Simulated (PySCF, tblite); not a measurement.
# AlB3H7N3O3, a small molecule taken as a stand-in for a surface group (BN ring, B site): NMR shifts, core binding energies and electronic excitations

What NMR shifts, core binding energies and electronic excitations should one expect for `[OH][Al]([OH])[O]B1NBNBN1`?

Programs: tblite 0.8.0 and PySCF 2.14.0. All values are calculated, for the isolated system unless a continuum is named. Atoms count from 0, parts from 1.

## 1. Starting point

17 atoms, charge 0, multiplicity 1; geometry: distance geometry start.

## 2. Geometry optimisation with GFN2-xTB

Job settings and geometry (Å):

```
{"job": {"kind": "relax", "xc": "GFN2-xTB", "basis": "xTB"}, "charge": 0, "multiplicity": 1}
N      0.898237    -0.022639     0.477873
B      0.965397     1.521902     0.676793
N     -0.382656     2.304736     0.554589
B     -1.261892     1.926011    -0.668024
N     -1.018234     0.479039    -1.235913
B     -0.331298    -0.539897    -0.305465
O     -1.247651    -1.468982     0.447939
Al    -2.007784    -1.091574     2.099691
O     -1.150810     0.217286     3.139110
O     -3.878406    -1.095436     2.171501
H      1.771689    -0.466774     0.274046
H      1.662256     1.872913     1.522272
H     -0.889136     2.478985     1.422868
H     -2.352464     2.260148    -0.642133
H     -0.760791     0.455641    -2.236383
H     -0.506693     0.851853     2.783818
H     -4.406944    -1.018556     2.975295
```

Level: GFN2-xTB geometry optimisation, gas phase.

Launch:

```
> OMP_NUM_THREADS=1 python cluster_run.py task.json out
```

The driver reads the jobs from task.json and runs them one after another.

**Question.** The jobs that follow are: PBE0-D3(BJ)/def2-SVP geometry optimisation, gas phase; GIAO PBE0/pcSseg-1 NMR shielding, non-relativistic, gas phase; delta-SCF UKS SCAN, pcX-2 on the ionised atom, pcseg-1 elsewhere, spin-free X2C; TDDFT CAM-B3LYP/def2-SVPD, vertical, gas phase, core orbitals frozen in the response. Predict: point group; rotational constants (main isotopes); ¹H shifts against TMS (PBE0/pcSseg-1); ¹⁵N shifts against NH3 (PBE0/pcSseg-1); ¹¹B shifts against BF3·OEt2 (PBE0/pcSseg-1); ¹⁷O shifts against H2O (PBE0/pcSseg-1); ²⁷Al shifts against AlH4- (PBE0/pcSseg-1); surface potential, 1st and 99th percentile; N1s binding energies, SCAN/pcX-2 (standing for 2 of 3 atoms); B1s binding energies, SCAN/pcX-2 (standing for 2 of 3 atoms); O1s binding energies, SCAN/pcX-2 (standing for 1 of 3 atoms); lowest singlet (CAM-B3LYP/def2-SVPD); brightest single state of those computed; lowest triplet; vertical ionisation energy (ΔSCF); vertical electron affinity (ΔSCF).

As calculated:

```
                                                    quantity                                             value
                                                 point group                                                C1
                        rotational constants (main isotopes)                              2.92, 0.52, 0.46 GHz
                       ¹H shifts against TMS (PBE0/pcSseg-1)      5.18, 4.70, 4.69, 4.54, 4.50, 1.30, 1.23 ppm
                      ¹⁵N shifts against NH3 (PBE0/pcSseg-1)                           139.4, 128.2, 127.7 ppm
                 ¹¹B shifts against BF3·OEt2 (PBE0/pcSseg-1)                              28.7, 28.6, 20.5 ppm
                      ¹⁷O shifts against H2O (PBE0/pcSseg-1)                                81.5, 6.9, 3.4 ppm
                   ²⁷Al shifts against AlH4- (PBE0/pcSseg-1)                                           9.3 ppm
                       surface potential, 1st and 99th percentile                                -1.39 V and 2.63 V
N1s binding energies, SCAN/pcX-2 (standing for 2 of 3 atoms)                           N4 404.34, N0 404.31 eV
B1s binding energies, SCAN/pcX-2 (standing for 2 of 3 atoms)                           B5 196.64, B1 195.53 eV
O1s binding energies, SCAN/pcX-2 (standing for 1 of 3 atoms)                                      O6 537.62 eV
                        lowest singlet (CAM-B3LYP/def2-SVPD)                       6.57 eV (189 nm), f = 0.002
                    brightest single state of those computed                       state 3, 6.96 eV, f = 0.024
                                              lowest triplet                                           6.42 eV
                           vertical ionisation energy (ΔSCF)                                           9.75 eV
                           vertical electron affinity (ΔSCF)  -0.27 eV (unbound: the value hangs on the basis)
```

In words: Relaxing lowered the energy by 0.237 eV in 15 steps; the close pair that moved most is N2–B3, from 1.365 to 1.428 Å (PBE0/def2-SVP). At PBE0/pcSseg-1: The largest span, 245 ppm, is at N2, where the paramagnetic term is -196 ppm. By nearest atom (PBE0/pcSseg-1), the HOMO sits on N2 38 %; N0, N4 about 15 % each and the LUMO on Al7 32 %; O6, O8, O9 about 13 % each. The N1s levels computed lie within 0.03 eV of one another, too close to rank. Only 2 of the 3 N atoms are covered by sound results. B5 (boron bonded to 2 N, O) binds its B1s electron 1.11 eV more tightly than B1 (boron bonded to 2 N, H). Only 2 of the 3 B atoms are covered by sound results. The lowest singlet, at 6.57 eV, is HOMO→LUMO 0.79 and is weak; of the 6 states computed, the strongest absorption comes from state 3 at 6.96 eV. The lowest triplet lies 0.14 eV below the lowest singlet (triplets in Tamm-Dancoff, singlets in full TDDFT). The orbital energy would give 9.05 eV for ionisation, ΔSCF gives 9.75 eV. A capped cluster stands for the solid here, so long-range fields and strain are missing, and bands or shifts of the capping hydrogens have no counterpart in it.
